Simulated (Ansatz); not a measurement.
# In in Ansatz: the effect of dispersion

Slab: In, a slab with vacuum.

```
In
1.0
     3.25230    0.00000    0.00000
     0.00000    4.94790    0.00000
     0.00000    0.00000   24.75690
In
7
Direct
  0.50000 0.50000 0.30295
  0.00000 0.00000 0.36863
  0.50000 0.50000 0.43432
  0.00000 0.00000 0.50000
  0.50000 0.50000 0.56568
  0.00000 0.00000 0.63137
  0.50000 0.50000 0.69705
```

The slab is cut from a database's or a generator's crystal, which needn't be the stable form of the element.

The cell isn't the ideal one: the (1 0 0) slab of In, cut from the database cell, not relaxed.

Alike in all runs:

| Property | Result |
| --- | --- |
| Program | Ansatz 0.2.0 |
| Task | relaxation of the atoms |
| Functional | PBEsol |
| Potentials or basis | Ansatz PAW |
| Cutoff | 420 eV (not typed: the program's choice for these potentials) |
| k mesh | 8 × 6 × 1 |
| Occupations | fermi-dirac, width 0.05 eV |
| Spin | no spin polarisation |

Each run relaxes the cell or the atoms first.

```tsv
dispersion	largest force (eV/Å)
none	?
D3(BJ)	0.27
D3(BJ)-ATM	0.26
D4	0.23
```

Problem. What does the run with dispersion none give?

Solution. Largest force 0.17 eV/Å.

Caveats: the PAW data sets come from PBE, with cores solved anew for the run's functional, which leaves a small shift of forces and pressure.
